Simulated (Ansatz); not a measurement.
# BFH4OSi: the cost of one run

Program: the Python package of Ansatz 0.2.0. Level of theory: MP2/def2-SVP. These are calculated values, not measurements.

### Step 1. The structure

Bond lengths: B1–Si2 1.877 Å, Si2–O3 1.710 Å, Si2–F4 1.676 Å, B1–H5 1.182 Å, B1–H6 1.250 Å, Si2–H7 1.486 Å, O3–H8 0.959 Å. Angles: B1–Si2–O3 109.5°, B1–Si2–F4 111.7°, B1–Si2–H7 109.8°, O3–Si2–F4 107.8°, O3–Si2–H7 109.4°, F4–Si2–H7 108.6°, Si2–B1–H5 123.9°, Si2–B1–H6 120.9°, H5–B1–H6 115.2°, Si2–O3–H8 108.9°.

The script holds or builds the structure itself.

### Step 2. The script

bfh4osi_scan.py reads:

```python
"""Stretching a bond of BFH4OSi, the rest held rigid."""

import warnings

import ansatz as az
import numpy as np

warnings.simplefilter("ignore", az.DeckWarning)

geometry_ang = [
    ("B", (-1.2199, 0.2936, 0.3058)),
    ("Si", (0.5375, -0.3628, 0.241)),
    ("O", (1.4907, 0.6544, -0.7499)),
    ("F", (0.598, -1.9092, -0.4022)),
    ("H", (-2.0967, -0.228, 0.9027)),
    ("H", (-1.5392, 1.3372, -0.3036)),
    ("H", (1.1131, -0.3959, 1.6108)),
    ("H", (1.2085, 0.5537, -1.6605)),
]
system = az.Crystal.molecule()
for symbol, xyz in geometry_ang:
    system = system.atom(symbol, xyz)

symbols = [site.symbol for site in system.cartesian_sites]
start = np.array([site.position_ang for site in system.cartesian_sites])
axis = (start[0] - start[1]) / np.linalg.norm(start[0] - start[1])
moving = [0, 4, 5]
lengths, energies = [1.652, 1.727, 1.802, 1.877, 1.952, 2.027, 2.102, 2.215], []
for length in lengths:
    xyz = start.copy()
    xyz[moving] += (length - np.linalg.norm(start[0] - start[1])) * axis
    point = az.Crystal.molecule()
    for symbol, place in zip(symbols, xyz):
        point = point.atom(symbol, place.tolist())
    model = (
        point.calculation()
        .basis(gaussian="def2-SVP")
        .correlation("MP2")
    )
    data = model.run().report
    energies.append(data["free_energy_ev"])
    print(f"r = {length:6.3f} A  E = {energies[-1]:.5f} eV  <S^2> = {abs(data['mean_field']['state']['spin_squared']):.3f}")

# quartic fit about the minimum
fit = np.polynomial.Polynomial.fit(lengths, np.array(energies) - min(energies), 4).convert()
roots = [r.real for r in fit.deriv().roots() if abs(r.imag) < 1e-9 and fit.deriv(2)(r.real) > 0]
r_e = min(roots, key=lambda r: abs(r - lengths[int(np.argmin(energies))]))
print(f"minimum of the fit at {r_e:.4f} A, force constant {fit.deriv(2)(r_e):.2f} eV/A^2")
```

### Step 3. What the engine is handed

The package turns the script's settings into the engine's input (first run):

```yaml
crystal:
  periodic: [false, false, false]
  atoms:
    - { symbol: B, position_ang: [-1.0091520355970245, 0.21488430417997434, 0.2980291634839463] }
    - { symbol: Si, position_ang: [0.5375, -0.3628, 0.241] }
    - { symbol: O, position_ang: [1.4907, 0.6544, -0.7499] }
    - { symbol: F, position_ang: [0.598, -1.9092, -0.4022] }
    - { symbol: H, position_ang: [-1.8859520355970243, -0.30671569582002567, 0.8949291634839462] }
    - { symbol: H, position_ang: [-1.3284520355970244, 1.2584843041799743, -0.3113708365160537] }
    - { symbol: H, position_ang: [1.1131, -0.3959, 1.6108] }
    - { symbol: H, position_ang: [1.2085, 0.5537, -1.6605] }
basis:
  gaussian:
    orbitals: def2-SVP
correlation:
  method: mp2
```

### Step 4. The run

Command:

```sh
$ python bfh4osi_scan.py
```

What time and memory should one allow on 1 thread of Arm Neoverse V1, shared host?

About 6.7 s, with a peak of 0.2 GiB.
